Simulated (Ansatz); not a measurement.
**CH₆AlFOSi: up Jacob's ladder to CCSD(T)**

Aim: compute CH₆AlFOSi with functionals from several rungs and with coupled cluster. The yardstick is the atomisation energy at the CCSD(T) limit.

Program: Ansatz 0.2.0, Gaussian basis. Level of theory: functionals in def2-TZVPP, the program's frozen cores in correlated methods. These are calculated values, not measurements.

The runs, in order: LDA (SPW92), PBE-D4, revPBE-D4, BLYP-D4, r2SCAN-D4, B97M-V, PBE0-D4, B3LYP-D4, r2SCANh-D4, r2SCAN0-D4, HSE06-D4, BHLYP-D4, CAM-B3LYP-D4, LC-ωPBE, ωB97X-V, ωB97M-V, B2PLYP, PBE-QIDH; CCSD(T)/def2-SVP; CCSD(T)/def2-TZVPP; MP2/def2-QZVPP; extrapolation to the limit; RPA on PBE.

**1. The relaxed structure**

The geometry comes from an earlier relaxation with PBE0-D4 in a triple-zeta def2 set; it is a stationary point, not always the lowest conformer.

SMILES `[CH3][AlH][SiH](O)F`, 11 atoms, charge 0, spin multiplicity 1.

Atoms are counted from 1 here; the program's logs count them from 0.

Bond lengths: C1–Al2 1.956 Å, C1–H6 1.092 Å, C1–H7 1.094 Å, C1–H8 1.097 Å, Al2–Si3 2.482 Å, Al2–H9 1.592 Å, Si3–O4 1.648 Å, Si3–F5 1.615 Å, Si3–H10 1.486 Å, O4–H11 0.958 Å. Angles: Al2–C1–H6 112.8°, Al2–C1–H7 112.1°, Al2–C1–H8 109.7°, H6–C1–H7 108.2°, H6–C1–H8 107.3°, H7–C1–H8 106.5°, C1–Al2–Si3 118.6°, C1–Al2–H9 120.8°, Si3–Al2–H9 120.5°, Al2–Si3–O4 113.1°, Al2–Si3–F5 106.5°, Al2–Si3–H10 118.2°, O4–Si3–F5 109.2°, O4–Si3–H10 103.5°, F5–Si3–H10 106.0°, Si3–O4–H11 117.8°.

Geometry (Å):

```mol
CH6AlFOSi
  3D, bonds by distance, orders not assigned

 11 10  0  0  0  0  0  0  0  0999 V2000
   -1.4323    0.6581   -1.2327 C   0  0
    0.2734   -0.2905   -1.1065 Al  0  0
    1.3538   -0.5049    1.1182 Si  0  0
    0.2699   -0.6347    2.3523 O   0  0
    2.2403    0.8283    1.3285 F   0  0
   -1.7008    0.9123   -2.2607 H   0  0
   -1.4354    1.5788   -0.6410 H   0  0
   -2.2367    0.0286   -0.8325 H   0  0
    0.9432   -0.9391   -2.3968 H   0  0
    2.2756   -1.6485    1.3446 H   0  0
   -0.4854   -0.0453    2.3472 H   0  0
  1  2  8  0
  2  3  8  0
  3  4  8  0
  3  5  8  0
  1  6  8  0
  1  7  8  0
  1  8  8  0
  2  9  8  0
  3 10  8  0
  4 11  8  0
M  END
```

**2. LDA**

This LDA is Slater exchange with PW92 correlation.

The input, in.yaml:

```yaml
crystal:
  periodic: [false, false, false]
  atoms:
    - {symbol: C, position_ang: [-1.432329, 0.658058, -1.232711]}
    - {symbol: Al, position_ang: [0.273368, -0.290531, -1.106514]}
    - {symbol: Si, position_ang: [1.353840, -0.504879, 1.118154]}
    - {symbol: O, position_ang: [0.269923, -0.634716, 2.352328]}
    - {symbol: F, position_ang: [2.240308, 0.828307, 1.328544]}
    - {symbol: H, position_ang: [-1.700844, 0.912290, -2.260688]}
    - {symbol: H, position_ang: [-1.435432, 1.578775, -0.641038]}
    - {symbol: H, position_ang: [-2.236747, 0.028635, -0.832458]}
    - {symbol: H, position_ang: [0.943175, -0.939097, -2.396818]}
    - {symbol: H, position_ang: [2.275557, -1.648538, 1.344647]}
    - {symbol: H, position_ang: [-0.485419, -0.045302, 2.347153]}
basis:
  gaussian: {orbitals: def2-TZVPP}
hamiltonian: {xc: lda}
output: {orbitals: {seedname: orbitals}}
```

Command:

```console
$ ansatz run in.yaml --threads 4 --pin off --events-out ev --progress --plain --max-ram 10444MiB
```

The runs that follow: PBE-D4 (GGA); revPBE-D4 (GGA); BLYP-D4 (GGA); r2SCAN-D4 (meta-GGA); B97M-V (meta-GGA); PBE0-D4 (hybrid); B3LYP-D4 (hybrid); r2SCANh-D4 (hybrid); r2SCAN0-D4 (hybrid); HSE06-D4 (hybrid); BHLYP-D4 (hybrid); CAM-B3LYP-D4 (range-separated); LC-ωPBE (range-separated); ωB97X-V (range-separated); ωB97M-V (range-separated); B2PLYP (double hybrid); PBE-QIDH (double hybrid); CCSD(T) in def2-SVP; CCSD(T) in def2-TZVPP; MP2 in def2-QZVPP; RPA on PBE orbitals.

Before running them: what should the planned runs give, taken together? Wanted: atomisation energy, CCSD(T)/CBS; farthest beyond LDA; mean size of error, GGA; mean size of error, meta-GGA; mean size of error, hybrid; mean size of error, range-separated; mean size of error, double hybrid; gap, smallest and largest; T1 diagnostic.

**Answer**, as computed:

| quantity | value |
| --- | --- |
| atomisation energy, CCSD(T)/CBS | 3892.7 kJ/mol |
| functionals within 19.5 kJ/mol (0.5 %) | PBE-D4, r2SCAN-D4, B97M-V, CAM-B3LYP-D4, ωB97X-V, ωB97M-V |
| farthest beyond LDA | BHLYP-D4 (-128.5 kJ/mol) |
| mean size of error, GGA | 45.9 kJ/mol |
| mean size of error, meta-GGA | 6.1 kJ/mol |
| mean size of error, hybrid | 63.5 kJ/mol |
| mean size of error, range-separated | 14.4 kJ/mol |
| mean size of error, double hybrid | 63.1 kJ/mol |
| gap, smallest and largest | 3.20 eV (LDA (SPW92)), 9.91 eV (LC-ωPBE) |
| T1 diagnostic | 0.0119 |
| triples share of the correlation energy | 3.2 % |

LDA overbinds by 474.9 kJ/mol (12 %). PBE-D4 misses by +2.1 kJ/mol. Double hybrids carry the basis error of their MP2 part in triple zeta, and no dispersion term here, so their miss is partly the set-up's. The rungs meta-GGA, range-separated miss on average by less than the doubt on the reference (19.5 kJ/mol), so they tie. Misses under about 19.5 kJ/mol are within the doubt on the reference itself, which lacks core-valence correlation, relativity and higher excitations. Hartree-Fock recovers 74 % of the binding; the rest is correlation. CCSD(T) in def2-SVP is off by -286.7 kJ/mol, which most functionals beat. Orbital gaps span 3.2 to 9.9 eV; exact exchange widens them.
